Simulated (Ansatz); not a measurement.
# F2GeH7NO2Si: the cost of one run

Method: RHF/def2-SVP, in Ansatz 0.2.0.

**1. The starting structure**

Bond lengths: Ge1–F2 2.030 Å, Ge1–F3 1.680 Å, Ge1–O4 1.769 Å, O4–H5 1.010 Å, Ge1–O6 1.769 Å, O6–H7 1.010 Å, Ge1–N8 2.210 Å, N8–H9 1.060 Å, N8–Si10 1.820 Å, Si10–H11 1.460 Å, Si10–H12 1.460 Å, Si10–H13 1.460 Å. Angles (14 of 21 angles, heavy atoms first): F2–Ge1–F3 109.4°, F2–Ge1–O4 109.5°, F2–Ge1–O6 109.5°, F2–Ge1–N8 71.6°, F3–Ge1–O4 109.5°, F3–Ge1–O6 109.5°, F3–Ge1–N8 67.2°, O4–Ge1–O6 109.5°, O4–Ge1–N8 176.6°, O6–Ge1–N8 72.8°, Ge1–N8–Si10 120.0°, Ge1–O4–H5 109.5°, Ge1–O6–H7 109.5°, Ge1–N8–H9 120.0°.

Structure file:

```xyz
14

Ge    0.0000    0.0000    0.0000
F     0.0000    0.0000    2.0300
F     1.5842    0.0000   -0.5594
O    -0.8337    1.4443   -0.5894
H    -1.7915    1.2136   -0.8118
O    -0.8337   -1.4443   -0.5894
H    -1.2883   -1.9100    0.1830
N     1.1535   -1.7516    0.6969
H     0.7143   -2.7162    0.6800
Si    2.8573   -1.5378    1.2998
H     3.5583   -2.8174    1.2437
H     3.5527   -0.5657    0.4612
H     2.8299   -1.0587    2.6786
H     0.6766   -1.0275    1.7808
```

**2. A restrained relaxation towards end A**

Springs on the bonds that form and break draw the guess towards this end; the thresholds are loose.

File input.yaml:

```yaml
crystal:
  periodic: [false, false, false]
  atoms:
    - { symbol: Ge, position_ang: [0.0, 0.0, 0.0] }
    - { symbol: F, position_ang: [0.0, 0.0, 2.03] }
    - { symbol: F, position_ang: [1.5842, 0.0, -0.5594] }
    - { symbol: O, position_ang: [-0.8337, 1.4443, -0.5894] }
    - { symbol: H, position_ang: [-1.7915, 1.2136, -0.8118] }
    - { symbol: O, position_ang: [-0.8337, -1.4443, -0.5894] }
    - { symbol: H, position_ang: [-1.2883, -1.91, 0.183] }
    - { symbol: "N", position_ang: [1.1535, -1.7516, 0.6969] }
    - { symbol: H, position_ang: [0.7143, -2.7162, 0.68] }
    - { symbol: Si, position_ang: [2.8573, -1.5378, 1.2998] }
    - { symbol: H, position_ang: [3.5583, -2.8174, 1.2437] }
    - { symbol: H, position_ang: [3.5527, -0.5657, 0.4612] }
    - { symbol: H, position_ang: [2.8299, -1.0587, 2.6786] }
    - { symbol: H, position_ang: [0.6766, -1.0275, 1.7808] }
basis:
  gaussian: { orbitals: def2-SVP }
hamiltonian:
  xc: hf
relax:
  f_tol: 0.15
  max_steps: 25
  restrain:
    - { distance: [0, 7], at: 3.11, k: 30.0 }
    - { distance: [13, 1], at: 2.12, k: 30.0 }
    - { distance: [0, 1], at: 1.68, k: 30.0 }
    - { distance: [13, 7], at: 1.06, k: 30.0 }
```

Launch:

```console
ansatz run input.yaml --threads 4 --pin off --max-ram 5120MiB --backend cpu --events-out ev --progress --plain --runs-dir out
```

**Question.** How long does this run take on 4 threads of Arm Neoverse V2, shared host, and how much memory does it need?

About 54 s, with a peak of 0.5 GiB.
